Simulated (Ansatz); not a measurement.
Set up this calculation in Ansatz 0.2.0, as the native input.

* Task: single point
* Functional: PBE
* Potentials or basis: Ansatz PAW
* Cutoff: 420 eV (not typed: the program's choice for these potentials)
* k mesh: 5 × 5 × 5
* Occupations: fermi-dirac, width 0.05 eV
* Spin: collinear spin, ferromagnetic start
* Starting moments: [0.0, 3.0, 0.0, 0.0, 0.0, 0.0, 0.0, 0.0] μB

The system is Mg6CrBi.

```
Bi Cr Mg
1.0
     5.20708    0.00000    0.00000
     0.00000    3.16968    5.51772
     0.00000   -3.16968    5.51772
Bi Cr Mg
1 1 6
Direct
  0.50469 0.66957 0.66554
  0.50123 0.15462 0.17147
  0.00509 0.83709 0.84167
  0.99828 0.32767 0.33325
  0.99661 0.31723 0.83362
  0.00016 0.83551 0.32489
  0.50243 0.16930 0.66840
  0.49422 0.66355 0.16762
```

The cell comes from a database or a generator and needn't be the stable form of this composition.

The cell isn't the ideal one: atoms moved at random, drawn with an rms of 0.05 Å.

One way to write it, as run:

input.yaml

```yaml
crystal:
  lattice:
    - [5.207084, 0.0, 0.0]
    - [0.0, 3.1696805, 5.517721]
    - [0.0, -3.1696805, 5.517721]
  atoms:
    - { symbol: Bi, position: [0.504686, 0.669573, 0.665538] }
    - { symbol: Cr, position: [0.50123, 0.154617, 0.171472], spin: 3.0 }
    - { symbol: Mg, position: [0.005094, 0.837088, 0.84167] }
    - { symbol: Mg, position: [-0.001717, 0.327674, 0.333251] }
    - { symbol: Mg, position: [-0.003387, 0.317229, 0.833618] }
    - { symbol: Mg, position: [0.000162, 0.835512, 0.324889] }
    - { symbol: Mg, position: [0.502434, 0.169301, 0.668398] }
    - { symbol: Mg, position: [0.49422, 0.663551, 0.167621] }
hamiltonian:
  xc: pbe
  pseudopotentials: { kind: paw }
magnetization:
  spin_polarized: true
kpoints:
  mp_grid: { grid: [5, 5, 5] }
scf:
  occupations: { method: fermi_dirac, width: 0.05 }
output:
  forces: true
  stress: true
  eigenvalues: true
```

Potentials or basis: Ansatz PAW.

Command:

```console
$ ansatz run input.yaml --threads 4 --pin off --max-ram 10240MiB --backend cpu --events-out ev --progress --plain --runs-dir out
```

Results of the run:

The pressure is -0.3 GPa and the largest force is 0.349 eV/Å. The band gap on the k mesh is none (metal or under the smearing width), the net moment is 4.04 μB per cell and the absolute moment is 4.78 μB per cell. The site moments are Bi -0.03; Cr +3.89; Mg +0.01, -0.01, -0.04 μB.

Caveat: spin-orbit coupling is left out, which moves the levels of the heavy elements.

It took 17 s on 4 threads of Intel(R) Xeon(R) 6975P-C (Granite Rapids), with other jobs on the host, peak memory 1.1 GiB.
